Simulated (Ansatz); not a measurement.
# C2H4ClIO: one species, many methods

An exercise on one series of results from a longer session: the logs are not shown, and one member is left open.

Program: Ansatz 0.2.0, Gaussian basis. Level of theory: functionals in def2-TZVPP, the program's frozen cores in correlated methods. These are calculated values, not measurements.

Plan: LDA (SPW92), PBE-D4, revPBE-D4, BLYP-D4, r2SCAN-D4, B97M-V, PBE0-D4, B3LYP-D4, r2SCANh-D4, r2SCAN0-D4, HSE06-D4, BHLYP-D4, CAM-B3LYP-D4, LC-ωPBE, ωB97X-V, ωB97M-V, B2PLYP, PBE-QIDH; CCSD(T)/def2-SVP; CCSD(T)/def2-TZVPP; MP2/def2-QZVPP; extrapolation to the limit; RPA on PBE.

### The relaxed structure

All runs share one geometry, relaxed beforehand with PBE0-D4 in a triple-zeta def2 set. I takes the def2 core potential; no spin-orbit term is included.

SMILES `COC(Cl)I`, 9 atoms, charge 0, spin multiplicity 1.

Atoms are counted from 1 here; the program's logs count them from 0.

Bond lengths: C1–O2 1.420 Å, C1–H6 1.093 Å, C1–H7 1.088 Å, C1–H8 1.096 Å, O2–C3 1.353 Å, C3–Cl4 1.798 Å, C3–I5 2.141 Å, C3–H9 1.092 Å. Angles: O2–C1–H6 110.7°, O2–C1–H7 106.2°, O2–C1–H8 110.7°, H6–C1–H7 109.9°, H6–C1–H8 109.6°, H7–C1–H8 109.6°, C1–O2–C3 113.9°, O2–C3–Cl4 112.7°, O2–C3–I5 108.1°, O2–C3–H9 113.6°, Cl4–C3–I5 110.6°, Cl4–C3–H9 105.3°, I5–C3–H9 106.4°.

Set-up of the first run:

Contents of in.yaml:

```yaml
crystal:
  periodic: [false, false, false]
  atoms:
    - {symbol: C, position_ang: [0.696898, -1.072054, -0.148857]}
    - {symbol: O, position_ang: [0.703596, 0.333998, 0.052875]}
    - {symbol: C, position_ang: [-0.529430, 0.874926, 0.181998]}
    - {symbol: Cl, position_ang: [-1.433242, 0.922632, -1.371393]}
    - {symbol: I, position_ang: [-0.307954, 2.847108, 0.985736]}
    - {symbol: H, position_ang: [0.242962, -1.322023, -1.111031]}
    - {symbol: H, position_ang: [1.738453, -1.385568, -0.137577]}
    - {symbol: H, position_ang: [0.151798, -1.575779, 0.656974]}
    - {symbol: H, position_ang: [-1.174482, 0.330661, 0.874274]}
basis:
  gaussian: {orbitals: def2-TZVPP}
hamiltonian: {xc: lda}
output: {orbitals: {seedname: orbitals}}
```

Steps of the session up to this table: LDA; PBE-D4 (GGA); revPBE-D4 (GGA); BLYP-D4 (GGA); r2SCAN-D4 (meta-GGA); B97M-V (meta-GGA); PBE0-D4 (hybrid); B3LYP-D4 (hybrid); r2SCANh-D4 (hybrid); r2SCAN0-D4 (hybrid); HSE06-D4 (hybrid); BHLYP-D4 (hybrid); CAM-B3LYP-D4 (range-separated); LC-ωPBE (range-separated); ωB97X-V (range-separated); ωB97M-V (range-separated); B2PLYP (double hybrid); PBE-QIDH (double hybrid).

One table of the session follows, with a row left open; its other results are not shown here.

It belongs to the step «Frontier levels by functional». 

```
  functional  HOMO (eV)  gap (eV)
 LDA (SPW92)      -6.49      3.99
      PBE-D4      -6.33      4.03
   revPBE-D4      -6.27      4.06
     BLYP-D4      -6.15      3.95
   r2SCAN-D4      -6.62      4.47
      B97M-V      -6.66      4.58
     PBE0-D4      -7.51      6.12
    B3LYP-D4      -7.25      5.62
  r2SCANh-D4      -7.05      5.24
  r2SCAN0-D4      -7.70      6.39
    HSE06-D4          ?         ?
    BHLYP-D4      -8.51      8.09
CAM-B3LYP-D4      -8.79      8.47
     LC-ωPBE     -10.17     11.03
     ωB97X-V      -9.81     10.55
     ωB97M-V      -9.68     10.29
```

Q: Estimate the row for HSE06-D4 from the others.

As computed: HOMO (eV): -7.11; gap (eV): 5.34. In the column «HOMO (eV)» it lies between B3LYP-D4 (-7.25) and r2SCANh-D4 (-7.05).
